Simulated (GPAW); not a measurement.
# TaTe (Pm-3m) in GPAW: convergence with density grid spacing (A)

Aim: find how far density grid spacing (A) must go before the results for TaTe settle, at LDA. This setting moves, with any that are tied to it; all else stays.

All numbers are computed with GPAW 26.7.0; they aren't measurements. Logs are shortened: lines on timing, memory, paths and dates and some standing lists are left out, and cuts for length are marked. The log counts tension as positive stress, the text compression.

### Step 1. The crystal as given

Symmetry: Pm-3m, No. 221, cubic system. Conventional cell: a = 3.420 Å, b = 3.420 Å, c = 3.420 Å, α = 90.00°, β = 90.00°, γ = 90.00°. Around Ta (site symmetry m-3m) lie 8 Te at 2.96 Å. Te (site symmetry m-3m) has 8 Ta at 2.96 Å as nearest neighbours.

The cell was built by a generator and needn't be a form met in nature.

### Step 2. With density grid spacing (A) 0.24

File run.py:

```python
from ase.dft.bandgap import bandgap
from ase.io import read, write
from ase.units import GPa
from gpaw import GPAW, PW

atoms = read('POSCAR')

calc = GPAW(mode=PW(600),
            h=0.24,
            xc='LDA',
            kpts={'size': (8, 8, 8), 'gamma': True},
            occupations={'name': 'fermi-dirac', 'width': 0.05},
            nbands=20,
            convergence={'density': 1e-05, 'energy': 1e-05},
            maxiter=100,
            txt='gpaw.txt')
atoms.calc = calc
energy = atoms.get_potential_energy()
forces = atoms.get_forces()
stress = atoms.get_stress()
calc.write('gs.gpw')
write('result.traj', atoms)
print(f'Energy: {energy:.6f} eV')
print('Forces (eV/A):')
print(forces.round(4))
print('Stress (GPa):', (stress / GPa).round(3))
print('Fermi level:', round(calc.get_fermi_level(), 4), 'eV')
print(f'Gap: {bandgap(calc)[0]:.4f} eV, direct: {bandgap(calc, direct=True)[0]:.4f} eV')
```

File POSCAR:

```
TaTe
1.0
    3.4200900000      0.0000000000      0.0000000000
    0.0000000000      3.4200900000      0.0000000000
    0.0000000000      0.0000000000      3.4200900000
Ta Te
1 1
Direct
    0.5000000000      0.5000000000      0.5000000000
    0.0000000000      0.0000000000      0.0000000000
```

Potentials or basis: the program's PAW data sets (release 1.2.1) made for this functional, pw.

Launch:

```console
OMP_NUM_THREADS=1 python run.py
```

gpaw.txt:

```text
__  _  _
 | _ |_)|_||  |
 |__||  | ||/\| - 26.7.0

Input parameters:
  mode=PW(ecut=600.0),
  convergence={'density': 1e-05, 'energy': 1e-05},
  h=0.24,
  kpts=MonkhorstPack(size=(8, 8, 8), gamma=True),
  maxiter=100,
  nbands=20,
  occupations=Occupations(name='fermi-dirac', width=0.05),
  xc=XC(name='LDA')

Diagonalizing LCAO Hamiltonian
Converting LCAO to pw mode
   .-------.
  /|       |
 * |       |
 | |  Ta   |
 | .-------.
 |/       /
 Te------*

Atoms  # Å, Bohr magnetons
|   | symbol |        x |        y |        z |    initial magnetic moments |
|---|--------|----------|----------|----------|-----------------------------|
| 0 |     Ta | 1.710045 | 1.710045 | 1.710045 | ( 0.0000,  0.0000,  0.0000) |
| 1 |     Te | 0.000000 | 0.000000 | 0.000000 | ( 0.0000,  0.0000,  0.0000) |

Unit cell  # Å
| periodic |        x |        y |        z |  lengths |    angles |
|----------|----------|----------|----------|----------|-----------|
|      yes | 3.420090 | 0.000000 | 0.000000 | 3.420090 | 90.000000 |
|      yes | 0.000000 | 3.420090 | 0.000000 | 3.420090 | 90.000000 |
|      yes | 0.000000 | 0.000000 | 3.420090 | 3.420090 | 90.000000 |

Number of symmetries: 48
Symmetry operations  # r_c * U_cc + t_c -> r_c
|    | kind |            matrix            |
|----|------|------------------------------|
|  0 |  E   |  1, 0, 0,  0, 1, 0,  0, 0, 1 |
|  1 |  σ   |  1, 0, 0,  0, 1, 0,  0, 0,-1 |
|  2 |  σ   |  1, 0, 0,  0, 0, 1,  0, 1, 0 |
|  3 |  C4  |  1, 0, 0,  0, 0, 1,  0,-1, 0 |
|  4 |  C4  |  1, 0, 0,  0, 0,-1,  0, 1, 0 |
|  5 |  σ   |  1, 0, 0,  0, 0,-1,  0,-1, 0 |
|  6 |  σ   |  1, 0, 0,  0,-1, 0,  0, 0, 1 |
|  7 |  C2  |  1, 0, 0,  0,-1, 0,  0, 0,-1 |
|  8 |  σ   |  0, 1, 0,  1, 0, 0,  0, 0, 1 |
|  9 |  C2  |  0, 1, 0,  1, 0, 0,  0, 0,-1 |
| 10 |  C3  |  0, 1, 0,  0, 0, 1,  1, 0, 0 |
| 11 |  S6  |  0, 1, 0,  0, 0, 1, -1, 0, 0 |
| 12 |  S6  |  0, 1, 0,  0, 0,-1,  1, 0, 0 |
| 13 |  C3  |  0, 1, 0,  0, 0,-1, -1, 0, 0 |
| 14 |  C4  |  0, 1, 0, -1, 0, 0,  0, 0, 1 |
| 15 |  S4  |  0, 1, 0, -1, 0, 0,  0, 0,-1 |
| 16 |  C3  |  0, 0, 1,  1, 0, 0,  0, 1, 0 |
| 17 |  S6  |  0, 0, 1,  1, 0, 0,  0,-1, 0 |
| 18 |  σ   |  0, 0, 1,  0, 1, 0,  1, 0, 0 |
| 19 |  C4  |  0, 0, 1,  0, 1, 0, -1, 0, 0 |
| 20 |  C2  |  0, 0, 1,  0,-1, 0,  1, 0, 0 |
| 21 |  S4  |  0, 0, 1,  0,-1, 0, -1, 0, 0 |
| 22 |  S6  |  0, 0, 1, -1, 0, 0,  0, 1, 0 |
| 23 |  C3  |  0, 0, 1, -1, 0, 0,  0,-1, 0 |
| 24 |  S6  |  0, 0,-1,  1, 0, 0,  0, 1, 0 |
| 25 |  C3  |  0, 0,-1,  1, 0, 0,  0,-1, 0 |
| 26 |  C4  |  0, 0,-1,  0, 1, 0,  1, 0, 0 |
| 27 |  σ   |  0, 0,-1,  0, 1, 0, -1, 0, 0 |
| 28 |  S4  |  0, 0,-1,  0,-1, 0,  1, 0, 0 |
| 29 |  C2  |  0, 0,-1,  0,-1, 0, -1, 0, 0 |
| 30 |  C3  |  0, 0,-1, -1, 0, 0,  0, 1, 0 |
| 31 |  S6  |  0, 0,-1, -1, 0, 0,  0,-1, 0 |
| 32 |  C4  |  0,-1, 0,  1, 0, 0,  0, 0, 1 |
| 33 |  S4  |  0,-1, 0,  1, 0, 0,  0, 0,-1 |
| 34 |  S6  |  0,-1, 0,  0, 0, 1,  1, 0, 0 |
| 35 |  C3  |  0,-1, 0,  0, 0, 1, -1, 0, 0 |
| 36 |  C3  |  0,-1, 0,  0, 0,-1,  1, 0, 0 |
| 37 |  S6  |  0,-1, 0,  0, 0,-1, -1, 0, 0 |
| 38 |  σ   |  0,-1, 0, -1, 0, 0,  0, 0, 1 |
| 39 |  C2  |  0,-1, 0, -1, 0, 0,  0, 0,-1 |
| 40 |  σ   | -1, 0, 0,  0, 1, 0,  0, 0, 1 |
| 41 |  C2  | -1, 0, 0,  0, 1, 0,  0, 0,-1 |
| 42 |  C2  | -1, 0, 0,  0, 0, 1,  0, 1, 0 |
| 43 |  S4  | -1, 0, 0,  0, 0, 1,  0,-1, 0 |
| 44 |  S4  | -1, 0, 0,  0, 0,-1,  0, 1, 0 |
| 45 |  C2  | -1, 0, 0,  0, 0,-1,  0,-1, 0 |
| 46 |  C2  | -1, 0, 0,  0,-1, 0,  0, 0, 1 |
| 47 |  i   | -1, 0, 0,  0,-1, 0,  0, 0,-1 |

BZ-sampling:
  Number of BZ points: 512
  Number of IBZ points: 35

  Monkhorst-Pack size: [8, 8, 8]
  Monkhorst-Pack shift: [0.0625, 0.0625, 0.0625]

K-points  # in reciprocal-cell coordinates
|     |                                coordinates |     weight |
|-----|--------------------------------------------|------------|
|   0 | (  0.00000000,   0.00000000,   0.00000000) | 0.00195312 |
|   1 | (  0.12500000,   0.00000000,   0.00000000) | 0.01171875 |
|   2 | (  0.12500000,   0.12500000,   0.00000000) | 0.02343750 |
|   3 | (  0.12500000,   0.12500000,   0.12500000) | 0.01562500 |
|   4 | (  0.25000000,   0.00000000,   0.00000000) | 0.01171875 |
|   5 | (  0.25000000,   0.12500000,   0.00000000) | 0.04687500 |
|   6 | (  0.25000000,   0.12500000,   0.12500000) | 0.04687500 |
|   7 | (  0.25000000,   0.25000000,   0.00000000) | 0.02343750 |
|   8 | (  0.25000000,   0.25000000,   0.12500000) | 0.04687500 |
|   9 | (  0.25000000,   0.25000000,   0.25000000) | 0.01562500 |
| ... |                                            |            |
|  34 | (  0.50000000,   0.50000000,   0.50000000) | 0.00195312 |

Plane wave coefficients: 1357
Cutoff: 600.0 eV

Spin-components: 1 (collinear spins)
Bands:           20
Projectors:      11
Spin-degeneracy: 2
Datatype:        complex128

Parallelization:
  kpt:    1
  domain: 1
  band:   1

Density:
  Valence electrons: 19.0
  Components: 1
  Grid points: [15 15 15]
  Charge: 0.0  # |e|

Potential:
  Grid points: [15 15 15]

species:
  Ta:
    name:    Tantalum
    Z:       73.0
    valence: 13
    core:    60
    charge:  0.0  # [|e|]
    compensation charges:
      type: gauss
      rc: 0.42  # [Å]
      lmax: 2
    cutoffs:
      filter: 2.36  # [Å]
      core: 3.45  # [Å]
    projectors
    | kind |    occ | energy [eV] | rcut [Å] |
    |------|--------|-------------|----------|
    |   5s |  2.000 |     -72.979 |    1.365 |
    |   6s |  2.000 |      -5.599 |    1.365 |
    |   5p |  6.000 |     -39.590 |    1.349 |
    |   6p |  0.000 |      -1.483 |    1.349 |
    |   5d |  3.000 |      -3.794 |    1.307 |
    |    d |        |      23.417 |    1.307 |

    Using partial waves for Ta as LCAO basis

  Te:
    name:    Tellurium
    Z:       52.0
    valence: 6
    core:    46
    charge:  0.0  # [|e|]
    compensation charges:
      type: gauss
      rc: 0.36  # [Å]
      lmax: 2
    cutoffs:
      filter: 2.09  # [Å]
      core: 3.17  # [Å]
    projectors
    | kind |    occ | energy [eV] | rcut [Å] |
    |------|--------|-------------|----------|
    |   5s |  2.000 |     -15.337 |    1.180 |
    |   5p |  4.000 |      -6.113 |    1.196 |
    |    s |        |      11.875 |    1.180 |
    |    p |        |      21.098 |    1.196 |
    |    d |        |       0.000 |    1.238 |

    Using partial waves for Te as LCAO basis

Reference energy: -608559.815725  # eV

eigensolver:
  PPCG
  Converge bands: occupied
  niter=2

density mixing:
  MSR1-Mixer
  Pratt-step length: 0.05
  Maximum mixing coefficient: 0.75
  Old densities: 10
  SVD Regularization: 0.005
  Good broyden scale: 1.0
  Trust region scale: 1.0
  Backstep threshold: 4.0
  History deletion threshold: 6.0
  Fourier metric: weight=20.0, sigma=0.015

occupation numbers:
  Fermi-Dirac:
    width: 0.0500  # eV

poisson solver:
  ecut: 4800.0  # eV

xc functional:
  name: None

convergence criteria:
- Maximum integral of absolute [dens]ity change: 1e-05 electrons / valence electron
- Maximum [total energy] change in last 3 cyles: 1e-05 eV / valence electron
- Maximum integral of absolute [eigenst]ate change: 4e-08 eV^2 / valence electron
maximum number of iterations: 100

SCF iterations
|iter     | |      energy | eigst |  dens |
|---------|-|-------------|-------|-------|
|iter:   1| |  -14.667789 | +0.14 |       |
|iter:   2| |  -14.663270 | -2.18 | -1.34 |
|iter:   3| |  -14.590066 | -2.31 | -1.37 |
|iter:   4| |  -14.591849 | -3.89 | -1.97 |
|iter:   5| |  -14.592447 | -4.36 | -2.39 |
|iter:   6| |  -14.592339 | -5.00 | -2.82 |
|iter:   7| |  -14.592338c| -7.37 | -3.80 |
|iter:   8| |  -14.592337c| -7.54c| -4.24 |
|iter:   9| |  -14.592337c| -8.35c| -5.57c|

Converged in 9 steps
Energy contributions relative to reference atoms: (reference = -608559.815725)

Energy contributions:
  Kinetic:           5.911005
  Coulomb:          -4.017482
  Zero:             -0.264347
  External:          0.000000
  Xc:              -16.208157
  Entropy:          -0.026714
  Spinorbit:         0.000000
  ----------------------------
  Free energy:     -14.605694
  Extrapolated:    -14.592337

dipole moment: (-14.607803, -14.607803, -14.607803)  # |e|*Ang

Fermi level: 12.032
Eigenvalues  # (at kpt = [0.000, 0.000, 0.000])
| band index |      eig [eV] | occ [0-2] |
|------------|---------------|-----------|
|          0 |       -56.262 |     2.000 |
|        ... |               |           |
|          2 |       -22.898 |     2.000 |
|          3 |       -22.898 |     2.000 |
|          4 |        -2.857 |     2.000 |
|          5 |         9.247 |     2.000 |
|          6 |         9.247 |     2.000 |
|          7 |        10.556 |     2.000 |
[... 8 lines left out ...]
|         16 |        24.487 |     0.000 |
|         17 |        24.487 |     0.000 |
|        ... |               |           |
|         19 |        27.130 |     0.000 |

No gap
No difference between direct/indirect transitions

Forces  # eV/Ang
|        x |        y |        z |
|----------|----------|----------|
|  0.00000 |  0.00000 |  0.00000 |  # Ta   0
| -0.00000 | -0.00000 | -0.00000 |  # Te   1

Stress tensor  # eV/Ang^3
|         x |         y |        z |
|-----------|-----------|----------|
|  0.055787 | -0.000000 | 0.000000 |
| -0.000000 |  0.055787 | 0.000000 |
|  0.000000 |  0.000000 | 0.055787 |

# Writing to gs.gpw (mode='')
```

Wall time 10 s (1 thread of Arm Neoverse V1, shared host); peak memory 0.15 GiB.

Results:

```
Free energy            : -14.6057 eV
Pressure               : -8.9 GPa
Band gap on the k mesh : none (metal or under the smearing width)
```

### Step 3. With density grid spacing (A) 0.2

Changes to run.py since step 2:

```diff
@@ -8,3 +8,3 @@
 calc = GPAW(mode=PW(600),
-            h=0.24,
+            h=0.2,
             xc='LDA',
```

POSCAR is that of step 2.

Potentials or basis: the program's PAW data sets (release 1.2.1) made for this functional, pw.

Launch:

```console
OMP_NUM_THREADS=1 python run.py
```

It took 14 s on 1 thread of Arm Neoverse V1, shared host; peak memory 0.16 GiB.

What came out:

| Quantity | Value |
| --- | --- |
| Free energy | -14.6058 eV |
| Pressure | -8.9 GPa |
| Band gap on the k mesh | none (metal or under the smearing width) |

### Step 4. With density grid spacing (A) 0.17

Changes to run.py since step 3:

```diff
@@ -8,3 +8,3 @@
 calc = GPAW(mode=PW(600),
-            h=0.2,
+            h=0.17,
             xc='LDA',
```

POSCAR is that of step 3.

Launch:

```console
OMP_NUM_THREADS=1 python run.py
```

Wall time 18 s (1 thread of Arm Neoverse V1, shared host); peak memory 0.16 GiB.

What came out:

```yaml
Free_energy: -14.6058 eV
Pressure: -8.9 GPa
Band_gap_on_the_k_mesh: none (metal or under the smearing width)
```

### Step 5. With density grid spacing (A) 0.15

Changes to run.py since step 4:

```diff
@@ -8,3 +8,3 @@
 calc = GPAW(mode=PW(600),
-            h=0.17,
+            h=0.15,
             xc='LDA',
```

POSCAR is that of step 4.

Launch:

```console
OMP_NUM_THREADS=1 python run.py
```

Wall time 20 s (1 thread of Arm Neoverse V1, shared host); peak memory 0.16 GiB.

Results (log left out):

```
Free energy            : -14.6058 eV
Pressure               : -8.9 GPa
Band gap on the k mesh : none (metal or under the smearing width)
```

### Step 6. With density grid spacing (A) 0.13

Changes to run.py since step 5:

```diff
@@ -8,3 +8,3 @@
 calc = GPAW(mode=PW(600),
-            h=0.15,
+            h=0.13,
             xc='LDA',
```

POSCAR is that of step 5.

Potentials or basis: the program's PAW data sets (release 1.2.1) made for this functional, pw.

Launch:

```console
OMP_NUM_THREADS=1 python run.py
```

Wall time 28 s (1 thread of Arm Neoverse V1, shared host); peak memory 0.17 GiB.

The run converged. Its results:

```
Free energy            : -14.6058 eV
Pressure               : -8.9 GPa
Band gap on the k mesh : none (metal or under the smearing width)
```

### Step 7. With density grid spacing (A) 0.11

Changes to run.py since step 6:

```diff
@@ -8,3 +8,3 @@
 calc = GPAW(mode=PW(600),
-            h=0.13,
+            h=0.11,
             xc='LDA',
```

POSCAR is that of step 6.

Launch:

```console
OMP_NUM_THREADS=1 python run.py
```

Wall time 29 s (1 thread of Arm Neoverse V1, shared host); peak memory 0.2 GiB.

Results (log left out):

| Property | Result |
| --- | --- |
| Free energy | -14.6058 eV |
| Pressure | -8.9 GPa |
| Band gap on the k mesh | none (metal or under the smearing width) |

### Step 8. With density grid spacing (A) 0.09

Changes to run.py since step 7:

```diff
@@ -8,3 +8,3 @@
 calc = GPAW(mode=PW(600),
-            h=0.11,
+            h=0.09,
             xc='LDA',
```

POSCAR is that of step 7.

Launch:

```console
OMP_NUM_THREADS=1 python run.py
```

Run time: 69 s. Hardware: 1 thread of Arm Neoverse V1, shared host; peak memory 0.27 GiB.

The run converged. Its results:

| Property | Result |
| --- | --- |
| Free energy | -14.6058 eV |
| Pressure | -8.9 GPa |
| Band gap on the k mesh | none (metal or under the smearing width) |

### Step 9. Result

```tsv
density grid spacing (A)	energy less the tightest run, at zero smearing (meV/atom)	SCF cycles	CPU time (s)	peak memory (GiB)
0.24	0.04	9	10	0.15
0.2	0.00	9	14	0.16
0.17	0.00	9	18	0.16
0.15	0.00	9	20	0.16
0.13	0.00	9	28	0.17
0.11	0.00	9	29	0.2
0.09	0.00	9	69	0.27
```

Against the tightest run, the energy stays within 1 meV/atom from 0.24 on. The tightest run that finished is the yardstick and may itself not be fully converged.
